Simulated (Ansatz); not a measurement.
# C2H4Sn: vertical ionisation energy

An exercise on one series of results from a longer session: the logs are not shown, and one member is left open.

The runs use Ansatz 0.2.0, Gaussian basis; unrestricted cation, the program's frozen cores in correlated methods.

The runs, in order: UKS PBE-D4/def2-TZVPP; UKS r2SCAN-D4/def2-TZVPP; UKS PBE0-D4/def2-TZVPP; UKS B3LYP-D4/def2-TZVPP; UKS wB97X-V/def2-TZVPP; UKS wB97M-V/def2-TZVPP; UKS B2PLYP/def2-TZVPP; UHF-CCSD(T)/def2-TZVPP; UHF-CCSD(T)/def2-QZVPP; extrapolation to the limit; then −ε(HOMO) from the neutral's earlier runs with LDA (SPW92), PBE-D4, revPBE-D4, BLYP-D4, r2SCAN-D4, B97M-V, PBE0-D4, B3LYP-D4, r2SCANh-D4, r2SCAN0-D4, HSE06-D4, BHLYP-D4, CAM-B3LYP-D4, LC-ωPBE, ωB97X-V, ωB97M-V.

**Structure used throughout**

An earlier PBE0-D4 in a triple-zeta def2 set relaxation fixed the geometry. Sn takes the def2 core potential; no spin-orbit term is included.

7 atoms, charge 0, spin multiplicity 1.

Atoms are counted from 1 here; the program's logs count them from 0.

Bond lengths: C1–C2 1.206 Å, C1–H4 1.066 Å, C2–Sn3 2.081 Å, Sn3–H5 1.701 Å, Sn3–H6 1.701 Å, Sn3–H7 1.701 Å. Angles: C2–C1–H4 180.0°, C1–C2–Sn3 180.0°, C2–Sn3–H5 108.0°, C2–Sn3–H6 108.0°, C2–Sn3–H7 108.0°, H5–Sn3–H6 110.9°, H5–Sn3–H7 110.9°, H6–Sn3–H7 110.9°.

The first run:

The input, in.yaml:

```yaml
crystal:
  periodic: [false, false, false]
  atoms:
    - {symbol: C, position_ang: [-0.891978, -1.923724, 0.189052]}
    - {symbol: C, position_ang: [-0.380648, -0.836797, 0.077890]}
    - {symbol: Sn, position_ang: [0.501989, 1.038438, -0.113639]}
    - {symbol: H, position_ang: [-1.344050, -2.884333, 0.287317]}
    - {symbol: H, position_ang: [0.178316, 1.615286, -1.680827]}
    - {symbol: H, position_ang: [-0.178056, 2.062999, 1.061696]}
    - {symbol: H, position_ang: [2.175626, 0.860231, 0.132910]}
basis:
  gaussian: {orbitals: def2-TZVPP}
total_charge: 1
magnetization: {spin_polarized: true, initial_magnetization: 1}
hamiltonian: {xc: pbe, dispersion: d4}
```

Started as:

```bash
$ ansatz run in.yaml --threads 2 --pin off --events-out ev --progress --plain --max-ram 31744MiB --backend cpu
```

Steps of the session up to this table: Cation, UKS PBE-D4/def2-TZVPP; Cation, UKS r2SCAN-D4/def2-TZVPP; Cation, UKS PBE0-D4/def2-TZVPP; Cation, UKS B3LYP-D4/def2-TZVPP; Cation, UKS wB97X-V/def2-TZVPP; Cation, UKS wB97M-V/def2-TZVPP; Cation, UKS B2PLYP (frozen core)/def2-TZVPP; Cation, UHF-CCSD(T)/def2-TZVPP; Cation, UHF-CCSD(T)/def2-QZVPP.

One table of the session follows, with a row left open; its other results are not shown here.

It belongs to the step «Ionisation energies side by side». For comparison, −ε(HOMO) of the neutral from earlier runs:

```
  functional  −ε(HOMO) (eV)
 LDA (SPW92)           7.05
      PBE-D4           6.90
   revPBE-D4           6.84
     BLYP-D4           6.73
   r2SCAN-D4           7.13
      B97M-V           7.14
     PBE0-D4           8.10
    B3LYP-D4           7.85
  r2SCANh-D4           7.58
  r2SCAN0-D4           8.26
    HSE06-D4           7.69
    BHLYP-D4           9.13
CAM-B3LYP-D4           9.44
     LC-ωPBE          10.90
     ωB97X-V              ?
     ωB97M-V          10.35
```

Q: Estimate the row for ωB97X-V from the others.

**Answer.** −ε(HOMO) (eV): 10.48. In the column «−ε(HOMO) (eV)» it lies between ωB97M-V (10.35) and LC-ωPBE (10.90).
